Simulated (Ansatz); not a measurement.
# GaH4+ (triplet): wave-function methods side by side at distance Ga1–H4 = 3.022 Å, cc-pVDZ

One table from this session's results is given with a row withheld; the runs are named, their logs left out.

Program: Ansatz 0.2.0, Gaussian basis. Level of theory: cc-pVDZ, core rule «outside noble gas», up to 14 orbitals frozen. These are calculated values, not measurements.

The runs, in order: UHF; CCSD(T) on ROHF; CCSD(T) on UHF; BCCD(T) on ROHF; CISD as a restricted active space (open shells left free, so some higher excitations enter); CCSDT(Q) on ROHF; CCSDT(Q) on UHF; CASSCF and MRCISD+Q, 4 electrons in 4 orbitals; CASSCF and NEVPT2, 4 electrons in 4 orbitals; Full CI.

29 further runs of the same task are left out: 10 for a known fault of the program, 12 that didn't finish, 7 set aside as unsound or not needed. Runs told in other sessions of the task aren't counted.

## The system

The geometry derives from a PBE0/def2-TZVP stationary point (not a proven minimum). One bond is set to the value named and the two fragments are kept rigid. No spin-orbit coupling is included. The filled d shell of Ga may be among the frozen orbitals whatever the setting's name suggests.

5 atoms, charge 1, spin multiplicity 3.

Atoms are counted from 1 here; the program's logs count them from 0.

Bond lengths: Ga1–H2 1.643 Å, Ga1–H3 1.643 Å, Ga1–H5 1.643 Å. Angles: H2–Ga1–H3 69.0°, H2–Ga1–H5 132.8°, H3–Ga1–H5 132.8°.

Coordinates:

```xyz
5
charge 1, multiplicity 3
Ga    0.00750   -0.00748    0.01558
H     0.66001    0.65662    1.36945
H    -0.65501   -0.66158    1.36946
H    -1.19550    1.19259   -2.48343
H     0.67160   -0.66999   -1.33342
```

The first run:

in.yaml reads:

```yaml
crystal:
  periodic: [false, false, false]
  atoms:
    - {symbol: Ga, position_ang: [0.007502, -0.007483, 0.015583]}
    - {symbol: H, position_ang: [0.660006, 0.656622, 1.369452]}
    - {symbol: H, position_ang: [-0.655013, -0.661577, 1.369464]}
    - {symbol: H, position_ang: [-1.195500, 1.192593, -2.483434]}
    - {symbol: H, position_ang: [0.671597, -0.669989, -1.333424]}
basis:
  gaussian: {orbitals: cc-pVDZ}
total_charge: 1
magnetization: {spin_polarized: true, initial_magnetization: 2}
hamiltonian: {xc: hf}
output: {orbitals: {seedname: orbitals}}
```

The run is started by

```console
> ansatz run in.yaml --threads 1 --pin off --events-out ev --progress --plain --max-ram 2393MiB
```

Steps of the session up to this table: UHF; CCSD(T) on ROHF; CCSD(T) on UHF; BCCD(T) on ROHF; CISD as a restricted active space (open shells left free, so some higher excitations enter); CCSDT(Q) on ROHF; CCSDT(Q) on UHF; CASSCF and MRCISD+Q, 4 electrons in 4 orbitals; CASSCF and NEVPT2, 4 electrons in 4 orbitals; Full CI.

One of the session's tables, all rows but one given; the rest of the session is left out.

| method | from FCI (meV) |
| --- | --- |
| ROHF | +2458.4 |
| UHF | +2214.6 |
| RMP2 | +661.6 |
| UMP2 | +668.4 |
| RCCSD | +58.9 |
| UCCSD | +52.1 |
| RCCSD(T) | +18.1 |
| UCCSD(T) | ? |
| BCCD(T) | +17.9 |
| RCCSDT | +1.3 |
| UCCSDT | -0.8 |
| RCCSDT(Q) | +0.7 |
| UCCSDT(Q) | -1.5 |
| CASSCF pair | +1855.5 |
| NEVPT2 pair | +598.0 |
| MRCISD pair | +78.3 |
| MRCISD+Q pair | -17.1 |
| FCI | 0 |

Estimate the missing values for UCCSD(T).

**Answer.** from FCI (meV): +15.9. In the column «from FCI (meV)» it lies between RCCSDT (+1.3) and BCCD(T) (+17.9).

Not comparable, so not listed: CISD as a restricted active space (open shells left free, so some higher excitations enter) (they don't share determinant, frozen orbitals or solution with the rows shown, or repeat one).

Caveats from the session: MRCISD+Q pair falls below full CI: the +Q correction isn't variational, and the cores differ from full CI's. Levels on UHF freeze UHF's core orbitals, full CI those of ROHF, so the U rows can settle a little off it for that reason alone. Restricted and unrestricted rows rest on different reference determinants; a gap between their highest levels can come from leftover correlation error, from unlike frozen cores or from another state.
